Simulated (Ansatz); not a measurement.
# KTl2O3: a short molecular-dynamics run, part 2 of 2

Aim: set KTl2O3 (a randomly packed cell, 12 atoms, not relaxed) in motion for 40 steps of 1 fs under a Nosé-Hoover thermostat at 900 K, and see how temperature, energy and positions respond.

Ansatz 0.2.0; DFT PBEsol, plane waves, PAW, scalar-relativistic, no spin polarisation. Earlier steps stand in the parts before.

## Step 4: Frames and traces

One step in 2; energies are changes from step 0; msd is the mean square displacement from the start, the centre of mass held:

```
time (fs)  T (K)  potential energy change (meV/atom)  conserved energy change (meV/atom)  msd O (Å²)  msd K (Å²)  msd Tl (Å²)
      0.0    900                                 0.0                                0.00       0.000       0.000        0.000
      2.0    906                                -0.7                               -0.01       0.001       0.000        0.000
      4.0    947                                -5.6                               -0.02       0.002       0.001        0.000
      6.0   1018                               -14.1                               -0.02       0.005       0.003        0.000
      8.0   1120                               -26.1                               -0.02       0.008       0.006        0.001
     10.0   1251                               -41.6                               -0.02       0.013       0.010        0.001
     12.0   1412                               -60.9                               -0.01       0.020       0.014        0.001
     14.0   1607                               -84.2                               -0.01       0.029       0.020        0.002
     16.0   1837                              -111.7                               -0.01       0.041       0.027        0.002
     18.0   2099                              -143.5                               -0.04       0.057       0.036        0.003
     20.0   2383                              -178.1                               -0.11       0.076       0.046        0.003
     22.0   2653                              -211.8                               -0.28       0.101       0.057        0.004
     24.0   2830                              -235.4                               -0.63       0.131       0.070        0.005
     26.0   2774                              -231.8                               -1.01       0.165       0.085        0.006
     28.0   2390                              -189.1                               -0.62       0.202       0.101        0.007
     30.0   1985                              -142.7                                0.71       0.237       0.118        0.008
     32.0   2106                              -160.6                                0.10       0.265       0.137        0.009
     34.0   2518                              -214.1                               -0.95       0.289       0.157        0.010
     36.0   2702                              -240.5                               -0.84       0.312       0.178        0.011
     38.0   2612                              -234.7                               -0.44       0.337       0.201        0.012
     40.0   2406                              -215.3                               -0.18       0.363       0.225        0.014
```

time (fs), T (K) and a bar:
```
      0.0        900 
      2.0        906 
      3.0        922 
      5.0        979 #
      7.0       1065 ###
      9.0       1181 ####
     10.0       1251 #####
     12.0       1412 ########
     14.0       1607 ###########
     16.0       1837 ###############
     17.0       1964 #################
     19.0       2240 #####################
     21.0       2523 #########################
     23.0       2761 #############################
     24.0       2830 ##############################
     26.0       2774 #############################
     28.0       2390 #######################
     30.0       1985 #################
     31.0       1971 #################
     33.0       2318 ######################
     35.0       2651 ###########################
     37.0       2682 ############################
     38.0       2612 ###########################
     40.0       2406 #######################
```

Bonds that form or break, judged by distance (formed within 1.15 times the sum of covalent radii and held on average over 12 fs, broken when stretched by half; pairs already stretched at the start don't count as bonds):

```
time (fs)   bond  event
     23.0  O7–O9  forms
```

Pair distribution over the second half of the run:

```
r (Å)  g O–O  g Tl–O
 0.68   0.00    0.00
 0.84   0.00    0.00
 1.00   0.00    0.00
 1.16   2.46    0.00
 1.32   1.26    0.00
 1.48   1.17    0.00
 1.64   0.33    0.00
 1.80   0.00    0.00
 1.96   0.21    0.41
 2.12   1.77    1.02
 2.28   0.04    2.76
 2.44   0.34    3.43
 2.60   0.96    2.78
 2.76   0.31    1.73
```

First peaks of g(r) (not always the tallest), and, where a minimum follows, the mean number of second-named atoms round a first-named one up to the next minimum:

```
pair  peak (Å)  height  minimum (Å)  neighbours
 O–O      1.16     2.5         1.80         0.3
Tl–O      2.44     3.4            -           -
```

## Step 5: Positions and forces

Extended XYZ, with forces in eV/Å:

```xyz
12
Lattice="4.993 0.626 -5.816 0.306 5.837 -0.956 2.630 0.699 6.238" Properties=species:S:1:pos:R:3:forces:R:3 pbc="T T T" time_fs=5.0 T=979 dE=-0.1123
Tl    5.251    4.907   -4.545    0.023   -0.690   -0.272
Tl    3.438    1.248   -2.026   -0.814    0.549   -0.042
Tl    1.797    2.855    3.517    0.958    0.206    0.452
Tl    2.348    1.354    0.910    0.240   -0.876    0.001
O     5.328    5.704    2.082    0.119    1.623    0.164
O     0.810    2.472   -0.776   -1.150   -0.190    0.454
O     2.775    4.618    1.592   -0.704   -0.176   -1.785
O     4.211    3.661   -2.583    0.903   -0.241   -0.638
O     3.153    4.698   -0.430   -0.429    0.567    2.155
O     3.923    1.643    2.849    0.527   -1.157   -0.278
K     3.337    5.901    4.190    0.874   -0.433   -0.548
K     5.326    3.130    0.850   -0.549    0.816    0.337
12
Lattice="4.993 0.626 -5.816 0.306 5.837 -0.956 2.630 0.699 6.238" Properties=species:S:1:pos:R:3:forces:R:3 pbc="T T T" time_fs=10.0 T=1251 dE=-0.4995
Tl    5.256    4.911   -4.544   -0.089   -0.696   -0.277
Tl    3.424    1.244   -2.046   -0.786    0.501    0.009
Tl    1.806    2.853    3.518    0.882    0.194    0.552
Tl    2.348    1.344    0.918    0.256   -0.833   -0.003
O     5.341    5.667    2.109    0.287    1.414    0.185
O     0.775    2.426   -0.749   -1.027   -0.162    0.413
O     2.743    4.622    1.563   -0.467   -0.047   -2.064
O     4.251    3.705   -2.551    0.960   -0.256   -0.755
O     3.140    4.766   -0.370   -0.609    0.473    2.456
O     3.924    1.644    2.805    0.269   -0.946   -0.233
K     3.382    5.915    4.177    0.795   -0.438   -0.524
K     5.297    3.158    0.886   -0.472    0.797    0.242
12
Lattice="4.993 0.626 -5.816 0.306 5.837 -0.956 2.630 0.699 6.238" Properties=species:S:1:pos:R:3:forces:R:3 pbc="T T T" time_fs=15.0 T=1717 dE=-1.1690
Tl    5.260    4.914   -4.544   -0.291   -0.732   -0.276
Tl    3.410    1.242   -2.065   -0.720    0.449    0.064
Tl    1.816    2.851    3.519    0.743    0.135    0.684
Tl    2.348    1.334    0.925    0.219   -0.616   -0.005
O     5.359    5.650    2.139    0.353    1.293    0.177
O     0.724    2.377   -0.717   -0.898   -0.110    0.334
O     2.703    4.625    1.503   -0.041    0.173   -2.554
O     4.306    3.744   -2.531    1.060   -0.283   -0.860
O     3.118    4.841   -0.273   -0.847    0.153    2.926
O     3.930    1.630    2.758    0.090   -0.792   -0.142
K     3.431    5.927    4.160    0.697   -0.434   -0.486
K     5.265    3.191    0.924   -0.366    0.765    0.136
12
Lattice="4.993 0.626 -5.816 0.306 5.837 -0.956 2.630 0.699 6.238" Properties=species:S:1:pos:R:3:forces:R:3 pbc="T T T" time_fs=20.0 T=2383 dE=-2.1377
Tl    5.264    4.917   -4.543   -0.626   -0.786   -0.252
Tl    3.394    1.239   -2.084   -0.636    0.379    0.125
Tl    1.826    2.850    3.521    0.588    0.046    0.849
Tl    2.348    1.323    0.933    0.086   -0.065   -0.040
O     5.381    5.654    2.171    0.351    1.189    0.107
O     0.660    2.327   -0.680   -0.783   -0.031    0.220
O     2.663    4.631    1.406    0.448    0.389   -2.646
O     4.376    3.780   -2.523    1.149   -0.273   -0.863
O     3.083    4.918   -0.132   -0.915   -0.502    2.906
O     3.937    1.605    2.710   -0.020   -0.644    0.000
K     3.484    5.936    4.140    0.578   -0.415   -0.434
K     5.231    3.228    0.962   -0.219    0.713    0.028
12
Lattice="4.993 0.626 -5.816 0.306 5.837 -0.956 2.630 0.699 6.238" Properties=species:S:1:pos:R:3:forces:R:3 pbc="T T T" time_fs=25.0 T=2841 dE=-2.8586
Tl    5.267    4.918   -4.543   -1.193   -0.823   -0.180
Tl    3.378    1.237   -2.103   -0.549    0.300    0.194
Tl    1.838    2.848    3.525    0.490    0.003    1.032
Tl    2.348    1.312    0.940   -0.198    1.041   -0.274
O     5.409    5.675    2.204    0.301    0.969   -0.047
O     0.584    2.276   -0.640   -0.695    0.051    0.071
O     2.629    4.642    1.272   -0.068   -0.499    0.944
O     4.463    3.811   -2.528    1.149   -0.226   -0.703
O     3.036    4.987    0.048    0.414   -0.640   -0.799
O     3.943    1.570    2.661   -0.080   -0.425    0.193
K     3.541    5.943    4.118    0.421   -0.365   -0.374
K     5.195    3.270    1.001    0.009    0.613   -0.058
12
Lattice="4.993 0.626 -5.816 0.306 5.837 -0.956 2.630 0.699 6.238" Properties=species:S:1:pos:R:3:forces:R:3 pbc="T T T" time_fs=30.0 T=1985 dE=-1.7121
Tl    5.269    4.918   -4.543   -1.798   -0.823   -0.158
Tl    3.362    1.236   -2.122   -0.460    0.263    0.265
Tl    1.849    2.847    3.529    0.555    0.007    1.194
Tl    2.348    1.303    0.947   -0.580    2.407   -0.646
O     5.441    5.710    2.237    0.238    0.606   -0.258
O     0.499    2.227   -0.599   -0.642    0.119   -0.119
O     2.589    4.639    1.168   -4.353   -5.559   12.147
O     4.567    3.838   -2.543    1.034   -0.193   -0.468
O     3.002    5.052    0.200    5.641    3.085  -11.969
O     3.949    1.529    2.616   -0.107   -0.110    0.420
K     3.600    5.947    4.094    0.217   -0.296   -0.294
K     5.160    3.315    1.038    0.256    0.494   -0.114
12
Lattice="4.993 0.626 -5.816 0.306 5.837 -0.956 2.630 0.699 6.238" Properties=species:S:1:pos:R:3:forces:R:3 pbc="T T T" time_fs=35.0 T=2651 dE=-2.7860
Tl    5.269    4.918   -4.544   -1.817   -0.761   -0.446
Tl    3.345    1.235   -2.140   -0.341    0.367    0.353
Tl    1.862    2.845    3.535    0.810   -0.063    1.314
Tl    2.347    1.296    0.953   -0.858    3.075   -0.554
O     5.477    5.754    2.265    0.183    0.463   -0.464
O     0.406    2.180   -0.560   -0.513    0.088   -0.270
O     2.498    4.568    1.210   -0.597   -1.761    3.071
O     4.684    3.862   -2.566    0.831   -0.165   -0.363
O     3.037    5.147    0.208    2.133   -1.551   -2.949
O     3.953    1.487    2.578   -0.031    0.101    0.695
K     3.659    5.949    4.068    0.034   -0.336   -0.164
K     5.127    3.363    1.075    0.165    0.543   -0.223
12
Lattice="4.993 0.626 -5.816 0.306 5.837 -0.956 2.630 0.699 6.238" Properties=species:S:1:pos:R:3:forces:R:3 pbc="T T T" time_fs=40.0 T=2406 dE=-2.5833
Tl    5.267    4.916   -4.545   -2.124   -0.768   -0.745
Tl    3.328    1.234   -2.157   -0.194    0.652    0.466
Tl    1.875    2.844    3.542    1.358   -0.243    1.471
Tl    2.345    1.294    0.958   -1.140    3.625   -0.471
O     5.514    5.804    2.285    0.266    0.158   -0.772
O     0.306    2.136   -0.527   -0.332    0.117   -0.393
O     2.397    4.469    1.309    2.266    1.096   -1.203
O     4.811    3.884   -2.593    0.292   -0.102   -0.249
O     3.108    5.221    0.161   -0.271   -5.108    1.303
O     3.956    1.448    2.551   -0.028    0.405    0.929
K     3.717    5.950    4.042   -0.150   -0.387   -0.019
K     5.095    3.413    1.109    0.057    0.555   -0.317
```

## Step 6: What came out

The summary covers parts 1 to 2.

| quantity | value |
| --- | --- |
| length | 40 steps of 1 fs |
| temperature, first and last step | 900 and 2406 K |
| temperature, second half | mean 2495 K, from 1971 to 2841 K |
| potential energy, second half | -206 meV/atom from the start |
| largest change of the conserved energy | 1.01 meV/atom |
| mean square displacement, second half | O 0.226, K 0.124, Tl 0.008 Å² |

What this shows: Against a set 900 K the second half averages 2495 K with a spread of 259 K (in equilibrium 12 atoms would scatter by about 222 K, over a far longer run); the potential energy of that half lies 206 meV/atom under the start, so the atoms have moved to lower-lying arrangements, and the energy set free heats the cell. The conserved energy strays from its start by at most 1.01 meV/atom, 0.4 % of the mean kinetic energy, so a step of 1 fs is short enough over this time. The bonding pattern changes, first at 23.0 fs: O7–O9 forms. Over the second half O atoms stand 0.5 Å (root mean square) from where they began, and the farthest move is 0.9 Å. 40 fs on 12 atoms is far too short and small for converged averages. The k-mesh is coarse.
